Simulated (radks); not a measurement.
# Ta⁴⁺ in [Xe] 4f14 5d1: an all-electron calculation

Aim: the levels, the sizes of the orbitals and the parts of the energy of the tantalum ion Ta4+.

Program: radks (a radial shooting solver on a logarithmic mesh, Libxc functionals) version 1. Level of theory: Dirac Kohn-Sham, AM05, spin-unpolarised, spherical densities, finite nucleus; open shells fill j = l - 1/2 first. These are calculated values, not measurements, unless marked.

**1. What is computed**

```
element            : tantalum (Z = 73)
charge             : +4
electrons          : 69
configuration      : [Xe] 4f14 5d1
nuclear rms radius : 5.3507 fm
```

**2. The run**

Input:

```text
Z 73
configuration [Xe] 4f14 5d1
relativity Dirac
functional am05,am05
spin unpolarised
j_filling energy
nucleus finite rms 5.3507 fm
c 137.035999084
```

Launch:

```
python run_ks.py task.json out
```

All runs below come from this command, one after another.

Q: Predict the outcome of this run.

**Answer**, as computed:

```
                        quantity                   value
                    total energy     -15611.7172 hartree
exchange-correlation share of it                  1.97 %
                            −T/E                  1.1219
          highest occupied level       5d3/2, -41.582 eV
    most extended occupied level  5d3/2, <r> = 1.71 bohr
 radius at density 0.001 e/bohr³               3.04 bohr
    maxima of the radial density                       4
         ionisation energy, NIST    48.27 (semi-emp.) eV
```

What this shows: The radial density shows 4 maxima for 5 occupied principal shells; where shells overlap, one shows as a shoulder or not at all. Relativity lifts −T/E to 1.122. Minus the highest eigenvalue, 41.582 eV, is 86 % of the tabulated ionisation energy (48.27 eV); the potential of a semilocal functional falls off too fast, so its top eigenvalue is too shallow. Spin polarisation and multiplet splitting are left out.
